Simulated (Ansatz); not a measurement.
**CH5AlSe: one species, many methods**

How much do the methods differ for CH5AlSe? The plan is to run it at one geometry with functionals of several rungs and with coupled cluster, and see how far each lands from CCSD(T) at the basis-set limit for the atomisation energy.

Computed with Ansatz 0.2.0, Gaussian basis. Level: functionals in def2-TZVPP, the program's frozen cores in correlated methods.

Plan: LDA (SPW92), PBE-D4, revPBE-D4, BLYP-D4, r2SCAN-D4, B97M-V, PBE0-D4, B3LYP-D4, r2SCANh-D4, r2SCAN0-D4, HSE06-D4, BHLYP-D4, CAM-B3LYP-D4, LC-ωPBE, ωB97X-V, ωB97M-V, B2PLYP, PBE-QIDH; CCSD(T)/def2-SVP; CCSD(T)/def2-TZVPP; CCSD(T)/def2-QZVPP; extrapolation to the limit; RPA on PBE.

## 1. Structure used throughout

The geometry comes from an earlier relaxation with PBE0-D4 in a triple-zeta def2 set; it is a stationary point, not always the lowest conformer.

8 atoms, charge 0, spin multiplicity 1.

Atoms are counted from 1 here; the program's logs count them from 0.

Bond lengths: C1–Se2 1.964 Å, C1–H4 1.088 Å, C1–H5 1.088 Å, C1–H6 1.088 Å, Se2–Al3 2.299 Å, Al3–H7 1.585 Å, Al3–H8 1.581 Å. Angles: Se2–C1–H4 108.2°, Se2–C1–H5 108.2°, Se2–C1–H6 110.5°, H4–C1–H5 110.0°, H4–C1–H6 109.9°, H5–C1–H6 109.9°, C1–Se2–Al3 99.2°, Se2–Al3–H7 117.3°, Se2–Al3–H8 118.0°, H7–Al3–H8 124.7°.

## 2. LDA

This LDA is Slater exchange with PW92 correlation.

File in.yaml:

```yaml
crystal:
  periodic: [false, false, false]
  atoms:
    - {symbol: C, position_ang: [-0.473501, 1.175824, -0.682168]}
    - {symbol: Se, position_ang: [-0.596310, 0.486906, 1.152948]}
    - {symbol: Al, position_ang: [0.590116, -1.465565, 0.893728]}
    - {symbol: H, position_ang: [0.013851, 2.147657, -0.647676]}
    - {symbol: H, position_ang: [-1.482705, 1.278934, -1.074606]}
    - {symbol: H, position_ang: [0.100202, 0.495145, -1.307894]}
    - {symbol: H, position_ang: [1.174370, -1.776077, -0.546664]}
    - {symbol: H, position_ang: [0.766076, -2.399824, 2.156732]}
basis:
  gaussian: {orbitals: def2-TZVPP}
hamiltonian: {xc: lda}
output: {orbitals: {seedname: orbitals}}
```

Command:

```console
> ansatz run in.yaml --threads 2 --pin off --events-out ev --progress --plain --max-ram 20480MiB --backend cpu
```

Further steps of the session: PBE-D4 (GGA); revPBE-D4 (GGA); BLYP-D4 (GGA); r2SCAN-D4 (meta-GGA); B97M-V (meta-GGA); PBE0-D4 (hybrid); B3LYP-D4 (hybrid); r2SCANh-D4 (hybrid); r2SCAN0-D4 (hybrid); HSE06-D4 (hybrid); BHLYP-D4 (hybrid); CAM-B3LYP-D4 (range-separated); LC-ωPBE (range-separated); ωB97X-V (range-separated); ωB97M-V (range-separated); B2PLYP (double hybrid); PBE-QIDH (double hybrid); CCSD(T) in def2-SVP; CCSD(T) in def2-TZVPP; CCSD(T) in def2-QZVPP; RPA on PBE orbitals.

**Question.** What will the summary of the whole plan be? Wanted: atomisation energy, CCSD(T)/CBS; farthest beyond LDA; mean size of error, GGA; mean size of error, meta-GGA; mean size of error, hybrid; mean size of error, range-separated; mean size of error, double hybrid; gap, smallest and largest; T1 diagnostic.

**Answer**, as computed:

| quantity | value |
| --- | --- |
| atomisation energy, CCSD(T)/CBS | 589.9 kcal/mol |
| functionals within 5.9 kcal/mol (1.0 %) | PBE-D4, r2SCAN-D4, B97M-V, B3LYP-D4, r2SCANh-D4, HSE06-D4, CAM-B3LYP-D4, ωB97X-V, ωB97M-V |
| farthest beyond LDA | BHLYP-D4 (-14.4 kcal/mol) |
| mean size of error, GGA | 7.2 kcal/mol |
| mean size of error, meta-GGA | 2.0 kcal/mol |
| mean size of error, hybrid | 6.7 kcal/mol |
| mean size of error, range-separated | 4.7 kcal/mol |
| mean size of error, double hybrid | 9.1 kcal/mol |
| gap, smallest and largest | 3.70 eV (LDA (SPW92)), 10.07 eV (LC-ωPBE) |
| T1 diagnostic | 0.0097 |
| triples share of the correlation energy | 3.6 % |

What this shows: The LDA atomisation energy is off by 67.0 kcal/mol (11 %): it overbinds. PBE-D4 misses by -1.2 kcal/mol. Double hybrids carry the basis error of their MP2 part in triple zeta, and no dispersion term here, so their miss is partly the set-up's. The rungs meta-GGA, range-separated miss on average by less than the doubt on the reference (5.9 kcal/mol), so they tie. Misses under about 5.9 kcal/mol are within the doubt on the reference itself, which lacks core-valence correlation, relativity and higher excitations, and its outer-core shells are covered unevenly. All levels share the lack of spin-orbit coupling, which lowers the free heavy atoms and so the true binding. Hartree-Fock recovers 74 % of the binding; the rest is correlation. CCSD(T) in def2-SVP is off by -35.2 kcal/mol, so the small basis spoils what the method gains. Orbital gaps span 3.7 to 10.1 eV; exact exchange widens them. Correlated methods include outer-core shells of Se, which these sets cover unevenly.
